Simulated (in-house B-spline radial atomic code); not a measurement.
# Bi⁸¹⁺: ionisation energy by several methods

Aim: the ionisation energy of Bi⁸¹⁺ by several methods, each as the difference of two self-consistent energies (Bi⁸¹⁺ and the next ion, 1s1).

The numbers are computed with in-house B-spline radial atomic code version 1 (scalar-relativistic (X2C), several functionals, spin-polarised; spherical all-electron atom at the radial basis limit), except any that are marked as measured or tabulated.

### 1 What is computed

| Item | Value |
| --- | --- |
| element | bismuth (Z = 83) |
| charge | +81 |
| electrons | 2 |
| configuration | 1s2 |
| nucleus | Fermi, rms radius 5.521 fm |

Where spins are not typed, each open shell is filled with up spins first.

### 2 LDA (PW92)

Input settings:

```ini
Z = 83
electrons = 2.0
configuration = 1s2
hamiltonian = x2c
method = lda,pw
spin_polarised = True
nucleus = fermi
rms_radius = 5.5211
mass_number = 209
atomic_mass = 208.980398599
speed_of_light = 137.035999084
```

### 3 PW91

Changes to the settings of step 2:

```diff
@@ -4,3 +4,3 @@
 hamiltonian = x2c
-method = lda,pw
+method = pw91,pw91
 spin_polarised = True
```

### 4 PBEsol

Changes to the settings of step 3:

```diff
@@ -4,3 +4,3 @@
 hamiltonian = x2c
-method = pw91,pw91
+method = pbesol
 spin_polarised = True
```

### 5 AM05

Changes to the settings of step 4:

```diff
@@ -4,3 +4,3 @@
 hamiltonian = x2c
-method = pbesol
+method = am05
 spin_polarised = True
```

### 6 B97-1

Changes to the settings of step 5:

```diff
@@ -4,3 +4,3 @@
 hamiltonian = x2c
-method = am05
+method = b97_1
 spin_polarised = True
```

### 7 B3LYP

Changes to the settings of step 6:

```diff
@@ -4,3 +4,3 @@
 hamiltonian = x2c
-method = b97_1
+method = b3lyp
 spin_polarised = True
```

The tabulated ionisation energy is 102252 ± 0.4 eV (tabulated theoretical; NIST Atomic Spectra Database). What does each method give, and which comes nearest?

The runs gave:

| method | rung | total energy (hartree) | ΔSCF (eV) | −ε highest (eV) | ΔSCF less tabulated (eV) |
| --- | --- | --- | --- | --- | --- |
| LDA (PW92) | LDA | -7593.9416 | 102434.3 | 101807.3 (1s up) | +182.5 |
| PW91 | GGA | -7603.0928 | 102556.3 | 101914.2 (1s up) | +304.5 |
| PBEsol | GGA | -7599.5936 | 102508.9 | 101867.3 (1s up) | +257.1 |
| AM05 | GGA | -7596.2050 | 102464.6 | 101822.4 (1s up) | +212.8 |
| B97-1 | global hybrid | -7603.2503 | 102558.9 | 102039.7 (1s up) | +307.1 |
| B3LYP | global hybrid | -7602.5485 | 102549.3 | 102033.7 (1s up) | +297.5 |

What this shows: Tables give 102252 ± 0.4 eV (tabulated theoretical; NIST Atomic Spectra Database) for the ionisation energy. LDA (PW92) misses by +182.5 eV, the least, and B97-1 by +307.1 eV (0.30 %), the most. Mean absolute error by rung (exchange-only levels left out): LDA 182.50 eV, GGA 258.13 eV, global hybrid 302.30 eV. All methods miss on the same side by much the same amount, which points to something that they share. Relativistic terms that these runs lack can be as large as the gaps between close methods, so the nearest may be so by luck. Spin-orbit coupling is left out.

Members of this set that are not shown: 1 did not converge.
